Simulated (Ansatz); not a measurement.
# C₃H₇AlCl₂: up Jacob's ladder to CCSD(T)

An exercise on one series of results from a longer session: the logs are not shown, and one member is left open.

Method: functionals in def2-TZVPP, the program's frozen cores in correlated methods; program: Ansatz 0.2.0, Gaussian basis.

The runs, in order: LDA (SPW92), PBE-D4, revPBE-D4, BLYP-D4, r2SCAN-D4, B97M-V, PBE0-D4, B3LYP-D4, r2SCANh-D4, r2SCAN0-D4, HSE06-D4, BHLYP-D4, CAM-B3LYP-D4, LC-ωPBE, ωB97X-V, ωB97M-V, B2PLYP, PBE-QIDH; CCSD(T)/def2-SVP; CCSD(T)/def2-TZVPP; MP2/def2-QZVPP; extrapolation to the limit; RPA on PBE.

### The geometry

The geometry comes from an earlier relaxation with PBE0-D4 in a triple-zeta def2 set; it is a stationary point, not always the lowest conformer.

SMILES `C[CH](C)[Al]([Cl])[Cl]`, 13 atoms, charge 0, spin multiplicity 1.

Atoms are counted from 1 here; the program's logs count them from 0.

Bond lengths: C1–C2 1.530 Å, C1–H7 1.096 Å, C1–H8 1.094 Å, C1–H9 1.094 Å, C2–C3 1.530 Å, C2–Al4 1.951 Å, C2–H10 1.097 Å, C3–H11 1.094 Å, C3–H12 1.096 Å, C3–H13 1.094 Å, Al4–Cl5 2.092 Å, Al4–Cl6 2.094 Å. Angles: C2–C1–H7 110.5°, C2–C1–H8 112.6°, C2–C1–H9 111.5°, H7–C1–H8 107.2°, H7–C1–H9 107.1°, H8–C1–H9 107.6°, C1–C2–C3 110.8°, C1–C2–Al4 111.0°, C1–C2–H10 108.7°, C3–C2–Al4 110.9°, C3–C2–H10 108.7°, Al4–C2–H10 106.7°, C2–C3–H11 112.6°, C2–C3–H12 110.5°, C2–C3–H13 111.5°, H11–C3–H12 107.2°, H11–C3–H13 107.6°, H12–C3–H13 107.1° and more.

The first run:

File in.yaml:

```yaml
crystal:
  periodic: [false, false, false]
  atoms:
    - {symbol: C, position_ang: [0.153709, 1.060474, -1.017675]}
    - {symbol: C, position_ang: [-0.291934, -0.210396, -0.291561]}
    - {symbol: C, position_ang: [0.876796, -1.186143, -0.138147]}
    - {symbol: Al, position_ang: [-1.074492, 0.215037, 1.444059]}
    - {symbol: Cl, position_ang: [-3.048290, -0.247041, 1.961921]}
    - {symbol: Cl, position_ang: [0.081678, 1.177633, 2.900949]}
    - {symbol: H, position_ang: [0.607588, 0.811784, -1.984030]}
    - {symbol: H, position_ang: [-0.676248, 1.744659, -1.215711]}
    - {symbol: H, position_ang: [0.904782, 1.609680, -0.442029]}
    - {symbol: H, position_ang: [-1.079294, -0.695023, -0.881253]}
    - {symbol: H, position_ang: [0.573882, -2.138900, 0.305371]}
    - {symbol: H, position_ang: [1.321776, -1.409301, -1.114817]}
    - {symbol: H, position_ang: [1.670446, -0.767263, 0.487823]}
basis:
  gaussian: {orbitals: def2-TZVPP}
hamiltonian: {xc: lda}
output: {orbitals: {seedname: orbitals}}
```

On the command line:

```sh
ansatz run in.yaml --threads 4 --pin off --events-out ev --progress --plain --max-ram 11315MiB
```

Among the steps run: LDA; PBE-D4 (GGA); revPBE-D4 (GGA); BLYP-D4 (GGA); r2SCAN-D4 (meta-GGA); B97M-V (meta-GGA); PBE0-D4 (hybrid); B3LYP-D4 (hybrid); r2SCANh-D4 (hybrid); r2SCAN0-D4 (hybrid); HSE06-D4 (hybrid); BHLYP-D4 (hybrid); CAM-B3LYP-D4 (range-separated); LC-ωPBE (range-separated); ωB97X-V (range-separated); ωB97M-V (range-separated); B2PLYP (double hybrid); PBE-QIDH (double hybrid).

One table of the session follows, with a row left open; its other results are not shown here.

It belongs to the step «Orbital energies across the functionals». 

| functional | HOMO (eV) | gap (eV) |
| --- | --- | --- |
| LDA (SPW92) | -6.77 | 4.80 |
| PBE-D4 | -6.66 | 4.97 |
| revPBE-D4 | -6.60 | 5.06 |
| BLYP-D4 | -6.55 | 5.00 |
| r2SCAN-D4 | -6.88 | 5.50 |
| B97M-V | -6.97 | 5.46 |
| PBE0-D4 | -7.88 | 6.98 |
| B3LYP-D4 | -7.69 | 6.59 |
| r2SCANh-D4 | -7.33 | 6.22 |
| r2SCAN0-D4 | -8.03 | 7.30 |
| HSE06-D4 | -7.48 | 6.21 |
| BHLYP-D4 | -9.04 | 8.95 |
| CAM-B3LYP-D4 | -9.23 | 9.29 |
| LC-ωPBE | ? | ? |
| ωB97X-V | -10.21 | 11.23 |
| ωB97M-V | -10.05 | 10.81 |

Estimate the missing values for LC-ωPBE.

**Answer.** HOMO (eV): -10.55; gap (eV): 11.73. In the column «HOMO (eV)» it is the lowest.
